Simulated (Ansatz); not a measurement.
# NiMoIrPdW (P3m1) in Ansatz: band structure with RPBE

Aim: the band structure of NiMoIrPdW with RPBE.

All numbers are computed with Ansatz 0.2.0; they aren't measurements. Logs are shortened: lines on timing, memory, paths and dates and some standing lists are left out, and cuts for length are marked.

### Step 1. The crystal as given

It takes space group P3m1 (No. 156, trigonal). Conventional cell: a = 2.761 Å, b = 2.761 Å, c = 11.341 Å, α = 90.00°, β = 90.00°, γ = 120.00°. Ni (site symmetry 3m) is surrounded by 3 W at 2.59 Å and 3 Pd at 2.68 Å and 6 Ni at 2.76 Å. Mo (site symmetry 3m) is surrounded by 3 Ir at 2.66 Å and 1 W at 2.66 Å and 6 Mo at 2.76 Å. Around Pd (site symmetry 3m) lie 3 Ni at 2.68 Å and 6 Pd at 2.76 Å and 3 Ir at 2.84 Å. Around Ir (site symmetry 3m) lie 3 Mo at 2.66 Å and 6 Ir at 2.76 Å and 3 Pd at 2.84 Å. Around W (site symmetry 3m) lie 3 Ni at 2.59 Å and 1 Mo at 2.66 Å and 6 W at 2.76 Å.

The cell was built by a generator and needn't be a form met in nature.

### Step 2. Band structure, RPBE, collinear spin, ferromagnetic start

The input, input.yaml:

```yaml
crystal:
  lattice:
    - [2.76078, 0.0, 0.0]
    - [-1.38039, 2.3909, 0.0]
    - [0.0, 0.0, 11.34051]
  atoms:
    - { symbol: Ni, position: [0.0, 0.0, 0.70917], spin: 1.0 }
    - { symbol: Mo, position: [0.66667, 0.33333, 0.29425], spin: 1.0 }
    - { symbol: Pd, position: [0.66667, 0.33333, 0.89901] }
    - { symbol: Ir, position: [0.0, 0.0, 0.10604], spin: 0.6 }
    - { symbol: W, position: [0.66667, 0.33333, 0.52921] }
hamiltonian:
  xc: rpbe
  pseudopotentials: { kind: paw }
magnetization:
  spin_polarized: true
kpoints:
  mp_grid: { grid: [11, 11, 3] }
  band_path:
    path:
      - [[0.0, 0.0, 0.0], [0.5, 0.0, 0.0], [0.3333333333, 0.3333333333, 0.0], [0.0, 0.0, 0.0], [0.0, 0.0, 0.5], [0.5, 0.0, 0.5], [0.3333333333, 0.3333333333, 0.5], [0.0, 0.0, 0.5]]
      - [[0.5, 0.0, 0.5], [0.5, 0.0, 0.0]]
      - [[0.3333333333, 0.3333333333, 0.0], [0.3333333333, 0.3333333333, 0.5]]
    npoints: 14
scf:
  occupations: { method: fermi_dirac, width: 0.05 }
  n_extra_bands: 12
output:
  forces: true
  stress: true
  eigenvalues: true
  fatbands: false
```

Potentials or basis: Ansatz PAW.

Run with:

```bash
> ansatz run input.yaml --threads 8 --pin off --max-ram 20480MiB --backend cpu --events-out ev --progress --plain --runs-dir out
```

Log:

```text
Warning: the atoms were moved onto the symmetric positions of the space group found under crystal.symmetry.tolerance 1.0e-5 (fractional; no operation is sought that the atoms, as they stand in a round, miss by more than twice it, and no atom is moved by as much as it), and the run uses the moved positions. Before a round's move an operation carried an atom to 1.66e-5 Å from where it should land, the largest such distance. Atom 1 (counting from 0) moved farthest, by 1.59e-5 Å; the longest move in fractions of the cell, of whichever atom, is 0.47 of the tolerance, in 1 round. To run the atoms as typed, lower crystal.symmetry.tolerance until the operations that they miss are no longer found, or set crystal.symmetry.detect: false (a key that needs symmetry detection or time reversal refuses this as the deck is read). The positions used, in the order of the run's atom list: position: [4.884966061757638e-17, -7.401373893108076e-18, 0.70917]; position: [0.6666666666666667, 0.33333333333333337, 0.29425]; position: [0.6666666666666667, 0.33333333333333337, 0.89901]; position: [4.884966061757638e-17, -7.401373893108076e-18, 0.10604]; position: [0.6666666666666667, 0.33333333333333337, 0.52921]; The lattice was moved too: crystal.lattice keeps the space group found at crystal.symmetry.tolerance 1.0e-5 only nearly: the operation that it misses by the most changes a squared length by the fraction 4.07e-6. The run uses the lattice that is a stretch of the typed one, with no rotation, onto the one that keeps every operation to a double's rounding (on a very oblique basis the stretch itself rounds by more); the deck's lattice vector that moved farthest moved by 3.24e-6 Å. To run the lattice as typed, set crystal.symmetry.tolerance under 4.06e-6, the least fraction by which an operation that the lattice misses changes a squared length (the same key also sets how far an atom may lie from its image, so lowering it can lose operations that the atoms keep only within it), or set crystal.symmetry.detect: false, as for the atoms. crystal.lattice made exact, in Å and degrees: [[2.760776758607379, 0.0, 0.0], [-1.3803883793036895, 2.390902807131649, 0.0], [0.0, 0.0, 11.34051]]. Pasted over the deck's crystal.lattice, beside positions in fractional coordinates, it runs the same cell (given as lengths and angles, that cell in the form's own orientation, a rigid turn of the misfit's size from the one run here, for which a checkpoint.post_process_only pass over this run's state can be refused: where this run relaxes nothing, give such a pass this deck's own crystal.lattice, as typed; behind a relaxation, as crystal.lattice, the state's own cell, identity.cell in its checkpoint.json), and a matrix so pasted ends this notice, except on a very skew basis of the lattice, where the rounding of the pasted numbers themselves can read as a misfit: the cell is then moved again, and that move is told again. The lattice as run is in this notice's lattice.as_run_ang field (Run.prep()["deck_notices"] in Python, the deck_notice line of an events file, deck_notices of ansatz run --dry-run=json, or deck_notices in record.json in the deck's checkpoint.write directory).
Warning: RAYON_NUM_THREADS=8 ignored (pool sized by the plan → 8); use --threads N
scf.n_extra_bands = 12 over 41 filled bands (N_el = 81.0): the run solves 53 bands
Engine: ansatz 0.2.0, x86_64-unknown-linux-gnu
Pseudopotentials: kind: paw
Pseudopotential: Ni, paw, valence charge 18, recommended cutoff 420 eV (normal), Ni.paw.azcp
Pseudopotential: Mo, paw, valence charge 14, recommended cutoff 420 eV (normal), Mo.paw.azcp
Pseudopotential: Pd, paw, valence charge 18, recommended cutoff 420 eV (normal), Pd.paw.azcp
Pseudopotential: Ir, paw, valence charge 17, recommended cutoff 420 eV (normal), Ir.paw.azcp
Pseudopotential: W, paw, valence charge 14, recommended cutoff 420 eV (normal), W.paw.azcp
Functional definition: RPBE
  parameter kappa = 0.804
  parameter beta = 0.06672455060314922
  exchange = rpbe_x(kappa = kappa, mu = beta*pi^2/3)
  correlation = pbe_c(beta = beta)
Crystal: 5 atoms, lattice volume = 74.856 Å³
Basis set: ecut = 420 eV, 1483 PW (Γ), exchange–correlation on 40×40×160 points (8 copies of the dense FFT grid, shifted against one another)
Bands: 53, of which v1, the nominal top of the filled ones, is band 41 counted from 1 (40 counted from 0)
Symmetry: 6 space group operations
Space group: P3m1 (ITA 156), of the structure as read, at distance tolerance 4.2e-5 Å
Magnetic group: BNS 156.49 (UNI 1279), of the structure as read, at distance tolerance 4.2e-5 Å
k-points: 42 of 363 (time reversal used)
Non-local potential: Ni, projectors of the file, l = 0: 3, l = 1: 2, l = 2: 3, l = 3: 1
Non-local potential: Mo, projectors of the file, l = 0: 3, l = 1: 2, l = 2: 2, l = 3: 1
Non-local potential: Pd, projectors of the file, l = 0: 2, l = 1: 2, l = 2: 2, l = 3: 1
Non-local potential: Ir, projectors of the file, l = 0: 3, l = 1: 2, l = 2: 2, l = 3: 1
Non-local potential: W, projectors of the file, l = 0: 3, l = 1: 2, l = 2: 2, l = 3: 1
PAW form: soft (Blöchl's): semilocal exchange-correlation on the pseudo side does not see the compensation charge
PAW frozen core: Ni, regenerated for the run's functional, and the local potential with it (the file was generated under x = pbe(κ = 0.804, μ = 0.2195149727645171), c = pbe(β = 0.06672455060314922))
PAW frozen core: Mo, regenerated for the run's functional, and the local potential with it (the file was generated under x = pbe(κ = 0.804, μ = 0.2195149727645171), c = pbe(β = 0.06672455060314922))
[... 70 lines left out ...]
NSCF: frozen V_eff on 129 k-points
SCF converged after 18 iterations
Magnetization: -0.0000 μB (40.5000 up, 40.5000 down)
Absolute magnetization: 0.0000 μB (∫|ρ↑−ρ↓|, with the PAW one-centre terms)
Spin contamination: 0.0000 ħ² per cell (⟨S²⟩ above its minimum at these occupations)
Per-site moments (μB) at R_I (Å): [(-1.1084390462461525e-5, 1.0681798738435648), (4.994024219421361e-7, 1.0988524347332758), (-9.923653514801267e-7, 1.1049713305998032), (2.653564487656432e-7, 1.0988524347332758), (-1.386697118502059e-6, 1.0681798738435648)]
Free energy (F): -40133.490406 eV
Harris-Foulkes:  -40133.490407 eV  (|F-HF|=2.92e-8)
Internal energy: -40133.443965 eV  (E = F + TS)
E sigma→0 (E₀):  -40133.467186 eV
Entropy (-TS):   -0.046442 eV (-9.288 meV/atom)
Fermi energy:    20.454651 eV
--- Per-component energies (eV) ---
  E_band       = -703.640588
  E_kinetic    = 2309.125909
  E_local      = -9512.660651  (includes V_loc(G=0)·N_el)
  E_nonlocal   = 1069.313094
  E_hartree    = 3936.880152
  E_xc         = -971.462754
  E_vxc        = -1086.627330  (∫ρ·V_xc dr)
  E_paw        = -26414.923115  (= ΣΔE_a)
  E_vpaw       = -1356.556577  (= ΣTr[D̂ρ^β])
  E_aug_tail   = 0.000830  (compensation charges beyond the density's cutoff)
  E_ewald      = -10549.424063
  E_core_change = -0.293366  (= ΣΔE_core)
  E_smearing   = -0.046442  (= −TS)
  E_closure    = 0.000000  (closes the sum)
  Σ components = -40133.490406   (vs F -40133.490406, Δ=0.00e0)
--- Forces (eV/Å), atoms counted from 1 ---
  atom   1  Ni     0.00000000    -0.00000000     0.03144234
  atom   2  Mo     0.00000000    -0.00000000     0.34570332
  atom   3  Pd     0.00000000    -0.00000000     0.02600887
  atom   4  Ir    -0.00000000     0.00000000    -0.22411033
  atom   5  W     -0.00000000    -0.00000000    -0.17899626
  max |Σ_I F_I| component: 4.79e-5 eV/Å
--- Stress (GPa, compression-positive) ---
        3.761572       0.000000      -0.000000
        0.000000       3.761572      -0.000000
       -0.000000      -0.000000       3.907591
  P = ⅓ Tr σ = 3.8102 GPa (38.102 kbar)
--- Band table (eV; the first three rows and the last of 84) ---
  k-point 0 ↑: bands = ["-82.6742", "-72.0242", "-63.7542", "-53.4153", "-43.2150", "-42.8584", "-42.8584", "-40.6064", "-29.5198", "-29.3147", "-29.3147", "-28.8600", "-28.6891", "-28.6891", "-17.7821", "-17.0625", "-17.0625", "-14.6965", "-14.0175", "-14.0175", "11.5803", "12.4631", "14.1718", "14.6283", "15.5518", "17.1014", "17.2129", "17.2129", "17.6339", "17.7099", "17.7099", "18.6174", "18.6174", "18.6466", "18.8715", "18.8715", "19.0313", "19.0313", "19.5044", "19.5694", "19.5694", "20.3613", "20.3613", "20.5435", "20.7041", "20.7041", "22.5210", "22.5210", "24.1065", "24.1065", "29.1020", "30.1048", "33.3077"]
  k-point 1 ↑: bands = ["-82.6742", "-72.0242", "-63.7542", "-53.4153", "-43.2150", "-42.8584", "-42.8584", "-40.6064", "-29.5197", "-29.3146", "-29.3146", "-28.8599", "-28.6891", "-28.6891", "-17.7821", "-17.0625", "-17.0625", "-14.6965", "-14.0175", "-14.0175", "11.6497", "12.3250", "14.1459", "14.8649", "15.4507", "17.2036", "17.2130", "17.2130", "17.5586", "17.7110", "17.7110", "18.4568", "18.5993", "18.5993", "18.8707", "18.8707", "19.0845", "19.0845", "19.4060", "19.5076", "19.5076", "20.4286", "20.4286", "20.6652", "20.6652", "20.8231", "22.5159", "22.5159", "24.1099", "24.1099", "28.4755", "31.0861", "33.0589"]
  k-point 2 ↑: bands = ["-82.6738", "-72.0215", "-63.7514", "-53.4068", "-43.2145", "-42.8625", "-42.8595", "-40.5908", "-29.5158", "-29.3394", "-29.3206", "-28.8553", "-28.7298", "-28.6990", "-17.7677", "-17.1627", "-17.0852", "-14.6817", "-14.1211", "-14.0410", "11.8903", "12.7807", "14.4120", "14.8618", "15.7725", "16.9447", "17.0411", "17.4456", "17.5598", "17.7008", "17.8650", "18.4237", "18.5210", "18.5997", "18.6507", "18.9599", "18.9825", "19.0828", "19.1113", "19.4570", "19.6488", "20.1043", "20.2171", "20.5177", "20.8687", "21.4407", "22.4798", "23.0417", "23.9520", "24.0355", "29.2997", "30.4323", "33.9067"]
  k-point 41 ↓: bands = ["-82.6686", "-71.9855", "-63.7155", "-53.2950", "-43.2084", "-42.8991", "-42.8893", "-40.3831", "-29.5569", "-29.4980", "-29.4673", "-29.0834", "-28.9888", "-28.7958", "-18.0018", "-17.7734", "-17.5772", "-14.9959", "-14.7573", "-14.4864", "15.2535", "15.6414", "15.9102", "16.1730", "16.4612", "16.6799", "16.9585", "17.0860", "17.5069", "17.6324", "17.7595", "17.8751", "18.1158", "18.3484", "18.6510", "19.3468", "19.7570", "20.0224", "20.3976", "20.5523", "20.7320", "20.9268", "21.5914", "21.6423", "23.4832", "25.1524", "25.6587", "26.6051", "26.9513", "27.5597", "28.3254", "28.8092", "29.4268"]
```

Wall time 28 s (8 threads of Intel Xeon Platinum 8259CL at 2.50GHz (Skylake/Cascade Lake), shared host); peak memory 0.96 GiB.

What came out:

* Free energy: -40133.4904 eV
* Pressure: 3.8 GPa
* Largest force: 0.346 eV/Å
* Band gap on the k mesh: none (metal or under the smearing width)
* Net moment: 0.00 μB per cell
* Absolute moment: 0.00 μB per cell

Forces on the atoms (eV/Å):
```
Ni   0.000  0.000  0.031
Mo   0.000  0.000  0.346
Pd   0.000  0.000  0.026
Ir   0.000  0.000 -0.224
W    0.000  0.000 -0.179
```

Levels at the corners of the path, in eV from the Fermi level:
Spin up:
| point | band 35 | band 36 | band 37 | band 38 | band 39 | band 40 | band 41 | band 42 | band 43 | band 44 |
| --- | --- | --- | --- | --- | --- | --- | --- | --- | --- | --- |
| Γ | -1.58 | -1.58 | -1.42 | -1.42 | -0.95 | -0.89 | -0.89 | -0.09 | -0.09 | 0.09 |
| M | -0.93 | -0.53 | -0.46 | -0.35 | -0.05 | 1.00 | 1.01 | 1.26 | 2.02 | 2.10 |
| K | -1.86 | -1.13 | -0.45 | -0.31 | -0.06 | 0.02 | 0.09 | 0.17 | 1.03 | 1.32 |
| Γ | -1.58 | -1.58 | -1.42 | -1.42 | -0.95 | -0.89 | -0.89 | -0.09 | -0.09 | 0.09 |
| A | -1.58 | -1.58 | -1.35 | -1.35 | -1.07 | -0.97 | -0.97 | 0.00 | 0.00 | 0.19 |
| L | -1.07 | -0.47 | -0.35 | -0.05 | 0.19 | 0.80 | 1.06 | 1.23 | 1.34 | 2.58 |
| H | -1.89 | -1.08 | -0.45 | -0.32 | -0.06 | 0.07 | 0.17 | 0.27 | 1.02 | 1.05 |
| A | -1.58 | -1.58 | -1.35 | -1.35 | -1.07 | -0.97 | -0.97 | 0.00 | 0.00 | 0.19 |
| L | -1.07 | -0.47 | -0.35 | -0.05 | 0.19 | 0.80 | 1.06 | 1.23 | 1.34 | 2.58 |
| M | -0.93 | -0.53 | -0.46 | -0.35 | -0.05 | 1.00 | 1.01 | 1.26 | 2.02 | 2.10 |
| K | -1.86 | -1.13 | -0.45 | -0.31 | -0.06 | 0.02 | 0.09 | 0.17 | 1.03 | 1.32 |
| H | -1.89 | -1.08 | -0.45 | -0.32 | -0.06 | 0.07 | 0.17 | 0.27 | 1.02 | 1.05 |
Spin down:
| point | band 35 | band 36 | band 37 | band 38 | band 39 | band 40 | band 41 | band 42 | band 43 | band 44 |
| --- | --- | --- | --- | --- | --- | --- | --- | --- | --- | --- |
| Γ | -1.58 | -1.58 | -1.42 | -1.42 | -0.95 | -0.89 | -0.89 | -0.09 | -0.09 | 0.09 |
| M | -0.93 | -0.53 | -0.46 | -0.35 | -0.05 | 1.00 | 1.01 | 1.26 | 2.02 | 2.10 |
| K | -1.86 | -1.13 | -0.45 | -0.31 | -0.06 | 0.02 | 0.09 | 0.17 | 1.03 | 1.32 |
| Γ | -1.58 | -1.58 | -1.42 | -1.42 | -0.95 | -0.89 | -0.89 | -0.09 | -0.09 | 0.09 |
| A | -1.58 | -1.58 | -1.35 | -1.35 | -1.07 | -0.97 | -0.97 | 0.00 | 0.00 | 0.19 |
| L | -1.07 | -0.47 | -0.35 | -0.05 | 0.19 | 0.80 | 1.06 | 1.23 | 1.34 | 2.58 |
| H | -1.89 | -1.08 | -0.45 | -0.32 | -0.06 | 0.07 | 0.17 | 0.27 | 1.02 | 1.05 |
| A | -1.58 | -1.58 | -1.35 | -1.35 | -1.07 | -0.97 | -0.97 | 0.00 | 0.00 | 0.19 |
| L | -1.07 | -0.47 | -0.35 | -0.05 | 0.19 | 0.80 | 1.06 | 1.23 | 1.34 | 2.58 |
| M | -0.93 | -0.53 | -0.46 | -0.35 | -0.05 | 1.00 | 1.01 | 1.26 | 2.02 | 2.10 |
| K | -1.86 | -1.13 | -0.45 | -0.31 | -0.06 | 0.02 | 0.09 | 0.17 | 1.03 | 1.32 |
| H | -1.89 | -1.08 | -0.45 | -0.32 | -0.06 | 0.07 | 0.17 | 0.27 | 1.02 | 1.05 |

Caveat: spin-orbit coupling is left out, which moves the levels of the heavy elements; the PAW data sets come from PBE, with cores solved anew for the run's functional, which leaves a small shift of forces and pressure; the starting moments weren't kept.
